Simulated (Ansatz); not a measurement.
**F₂GaH₆NSi₂: a ladder of functionals and wavefunction methods**

An exercise on one series of results from a longer session: the logs are not shown, and one member is left open.

The runs use Ansatz 0.2.0, Gaussian basis; functionals in def2-TZVPP, the program's frozen cores in correlated methods.

Levels to be run: LDA (SPW92), PBE-D4, revPBE-D4, BLYP-D4, r2SCAN-D4, B97M-V, PBE0-D4, B3LYP-D4, r2SCANh-D4, r2SCAN0-D4, HSE06-D4, BHLYP-D4, CAM-B3LYP-D4, LC-ωPBE, ωB97X-V, ωB97M-V, B2PLYP, PBE-QIDH; CCSD(T)/def2-SVP; MP2/def2-TZVPP; MP2/def2-QZVPP; RPA on PBE.

## Structure used throughout

The geometry comes from an earlier relaxation with PBE0-D4 in a triple-zeta def2 set; it is a stationary point, not always the lowest conformer.

12 atoms, charge 0, spin multiplicity 1.

Atoms are counted from 1 here; the program's logs count them from 0.

Bond lengths: F1–Ga2 1.739 Å, Ga2–F3 1.734 Å, Ga2–N4 1.811 Å, N4–Si5 1.744 Å, N4–Si6 1.746 Å, Si5–H7 1.486 Å, Si5–H8 1.484 Å, Si5–H9 1.486 Å, Si6–H10 1.487 Å, Si6–H11 1.485 Å, Si6–H12 1.485 Å. Angles: F1–Ga2–F3 115.6°, F1–Ga2–N4 119.5°, F3–Ga2–N4 124.9°, Ga2–N4–Si5 120.9°, Ga2–N4–Si6 119.8°, Si5–N4–Si6 119.2°, N4–Si5–H7 110.5°, N4–Si5–H8 108.1°, N4–Si5–H9 110.4°, H7–Si5–H8 109.8°, H7–Si5–H9 108.3°, H8–Si5–H9 109.8°, N4–Si6–H10 106.5°, N4–Si6–H11 111.3°, N4–Si6–H12 111.1°, H10–Si6–H11 109.4°, H10–Si6–H12 109.6°, H11–Si6–H12 108.9°.

The first run:

Contents of in.yaml:

```yaml
crystal:
  periodic: [false, false, false]
  atoms:
    - {symbol: F, position_ang: [-3.070104, 0.577520, 0.466476]}
    - {symbol: Ga, position_ang: [-1.837470, -0.566645, 0.023022]}
    - {symbol: F, position_ang: [-2.399604, -2.159936, -0.368176]}
    - {symbol: N, position_ang: [-0.104300, -0.042819, -0.002960]}
    - {symbol: Si, position_ang: [1.164307, -1.161639, -0.428023]}
    - {symbol: Si, position_ang: [0.311496, 1.603392, 0.405734]}
    - {symbol: H, position_ang: [1.894820, -0.686871, -1.632088]}
    - {symbol: H, position_ang: [0.542469, -2.480066, -0.705488]}
    - {symbol: H, position_ang: [2.137621, -1.289557, 0.687984]}
    - {symbol: H, position_ang: [1.784441, 1.721443, 0.238540]}
    - {symbol: H, position_ang: [-0.053230, 1.918814, 1.809993]}
    - {symbol: H, position_ang: [-0.370446, 2.566375, -0.495026]}
basis:
  gaussian: {orbitals: def2-TZVPP}
hamiltonian: {xc: lda}
output: {orbitals: {seedname: orbitals}}
```

Command:

```console
$ ansatz run in.yaml --threads 4 --pin off --events-out ev --progress --plain --max-ram 11315MiB
```

Among the steps run: LDA; PBE-D4 (GGA); revPBE-D4 (GGA); BLYP-D4 (GGA); r2SCAN-D4 (meta-GGA); B97M-V (meta-GGA); B3LYP-D4 (hybrid); r2SCANh-D4 (hybrid); r2SCAN0-D4 (hybrid); HSE06-D4 (hybrid); BHLYP-D4 (hybrid); CAM-B3LYP-D4 (range-separated); LC-ωPBE (range-separated); ωB97X-V (range-separated); ωB97M-V (range-separated); B2PLYP (double hybrid); PBE-QIDH (double hybrid).

One of the session's tables, all rows but one given; the rest of the session is left out.

It belongs to the step «Frontier levels by functional». 

| functional | HOMO (eV) | LUMO (eV) | gap (eV) |
| --- | --- | --- | --- |
| LDA (SPW92) | -7.08 | -2.92 | 4.16 |
| PBE-D4 | -6.97 | -2.61 | 4.36 |
| revPBE-D4 | -6.92 | -2.45 | 4.46 |
| BLYP-D4 | -6.86 | -2.56 | 4.30 |
| r2SCAN-D4 | -7.28 | -2.31 | 4.97 |
| B97M-V | -7.41 | -2.56 | 4.85 |
| PBE0-D4 | -8.27 | -1.65 | 6.62 |
| B3LYP-D4 | -8.07 | -1.98 | 6.09 |
| r2SCANh-D4 | -7.76 | -1.97 | 5.79 |
| r2SCAN0-D4 | -8.49 | -1.48 | 7.01 |
| HSE06-D4 | ? | ? | ? |
| BHLYP-D4 | -9.51 | -0.78 | 8.74 |
| CAM-B3LYP-D4 | -9.64 | -0.70 | 8.94 |
| LC-ωPBE | -10.97 | 0.65 | 11.63 |
| ωB97X-V | -10.64 | 0.44 | 11.08 |
| ωB97M-V | -10.52 | 0.18 | 10.70 |

Q: Estimate the row for HSE06-D4 from the others.

**Answer.** HOMO (eV): -7.87; LUMO (eV): -2.02; gap (eV): 5.85. In the column «HOMO (eV)» it lies between B3LYP-D4 (-8.07) and r2SCANh-D4 (-7.76).
